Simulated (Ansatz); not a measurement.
# In (In, isolated atom): the cost of one run

Method: DFT, plane waves (420 eV) with PBE-made PAW files, scalar-relativistic; functionals as named at each step, in Ansatz 0.2.0.

## (1) The system in its box

The box measures 14.0 × 14.4 × 14.8 Å; its three sides differ, so that it imposes no cubic symmetry.

Coordinates:

```
CELL_PARAMETERS angstrom
14.00000 0.00000 0.00000
0.00000 14.40000 0.00000
0.00000 0.00000 14.80000
ATOMIC_POSITIONS crystal
In 0.50000 0.50000 0.50000
```

## (2) PBE

The run with PBE.

Contents of input.yaml:

```yaml
crystal:
  lattice:
    - [14.0, 0.0, 0.0]
    - [0.0, 14.4, 0.0]
    - [0.0, 0.0, 14.8]
  atoms:
    - { symbol: In, position: [0.5, 0.5, 0.5], spin: 0.999 }
  symmetry: { detect: false, time_reversal: true }
hamiltonian:
  xc: pbe
  pseudopotentials:
    kind: paw
    azcp:
      In: "pseudopotentials/In.paw.azcp"
basis:
  ecutwfc: 420
  fft_grid_basis: typed
kpoints:
  mp_grid: { grid: [1, 1, 1], shift: [0, 0, 0] }
magnetization:
  spin_polarized: true
scf:
  occupations: { method: fermi_dirac, width: 0.01 }
```

The run is started by

```
ansatz run input.yaml --threads 4 --pin off --max-ram 10240MiB --backend cpu --events-out ev --progress --plain --runs-dir out
```

What time and memory should one allow on 4 threads of Intel Xeon Platinum 8259CL at 2.50GHz (Skylake/Cascade Lake), shared host?

About 1.8 min, with a peak of 1.7 GiB.
